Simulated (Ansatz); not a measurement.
# CH6N2O2W: the cost of one run

Method: the settings change from run to run; program: Ansatz 0.2.0, Gaussian basis.

## (1) The relaxed structure

The geometry comes from an earlier relaxation with PBE0-D4 in a triple-zeta def2 set; it is a stationary point, not always the lowest conformer. W takes a core potential in def2 sets; no spin-orbit term is included.

SMILES `C[O][W](=[NH])(=[NH])[OH]`, 12 atoms, charge 0, spin multiplicity 1.

Atoms are counted from 1 here; the program's logs count them from 0.

Bond lengths: C1–O2 1.403 Å, C1–H7 1.094 Å, C1–H8 1.094 Å, C1–H9 1.093 Å, O2–W3 1.879 Å, W3–N4 1.752 Å, W3–N5 1.752 Å, W3–O6 1.907 Å, N4–H10 1.006 Å, N5–H11 1.007 Å, O6–H12 0.959 Å. Angles: O2–C1–H7 109.6°, O2–C1–H8 111.3°, O2–C1–H9 109.0°, H7–C1–H8 109.1°, H7–C1–H9 108.6°, H8–C1–H9 109.1°, C1–O2–W3 135.6°, O2–W3–N4 108.7°, O2–W3–N5 107.9°, O2–W3–O6 111.3°, N4–W3–N5 112.4°, N4–W3–O6 108.9°, N5–W3–O6 107.7°, W3–N4–H10 158.5°, W3–N5–H11 155.5°, W3–O6–H12 119.7°.

Coordinates:

```xyz
12
charge 0, multiplicity 1
C    -0.14023   -1.67788    1.40840
O     0.35804   -0.42506    1.01886
W     0.05832    0.75084   -0.41610
N     1.59380    1.10597   -1.18067
N    -1.07203   -0.01573   -1.51410
O    -0.72663    2.38380    0.17764
H     0.64699   -2.43172    1.31368
H    -0.99600   -1.97458    0.79453
H    -0.45198   -1.62764    2.45526
H     2.30431    1.11908   -1.89315
H    -1.38471   -0.38390   -2.39793
H    -0.18989    3.17679    0.23357
```

## (2) RPBE/def2-mTZVPP

Options: unrestricted orbitals.

The input, in.yaml:

```yaml
crystal:
  periodic: [false, false, false]
  atoms:
    - {symbol: C, position_ang: [-0.140227, -1.677880, 1.408403]}
    - {symbol: O, position_ang: [0.358044, -0.425064, 1.018855]}
    - {symbol: W, position_ang: [0.058316, 0.750841, -0.416101]}
    - {symbol: N, position_ang: [1.593804, 1.105971, -1.180671]}
    - {symbol: N, position_ang: [-1.072029, -0.015732, -1.514101]}
    - {symbol: O, position_ang: [-0.726632, 2.383802, 0.177639]}
    - {symbol: H, position_ang: [0.646989, -2.431720, 1.313685]}
    - {symbol: H, position_ang: [-0.995998, -1.974577, 0.794531]}
    - {symbol: H, position_ang: [-0.451975, -1.627639, 2.455264]}
    - {symbol: H, position_ang: [2.304312, 1.119084, -1.893146]}
    - {symbol: H, position_ang: [-1.384714, -0.383899, -2.397931]}
    - {symbol: H, position_ang: [-0.189890, 3.176792, 0.233574]}
basis:
  gaussian: {orbitals: def2-mTZVPP}
magnetization: {spin_polarized: true, initial_magnetization: 0}
hamiltonian: {xc: {name: RPBE}}
```

Run with:

```
$ ansatz run in.yaml --threads 2 --pin off --events-out ev --progress --plain --max-ram 22528MiB --backend cpu
```

What time and memory should one allow on 2 threads of AMD EPYC 7R13, shared host?

About 5.5 s, with a peak of 0.29 GiB.
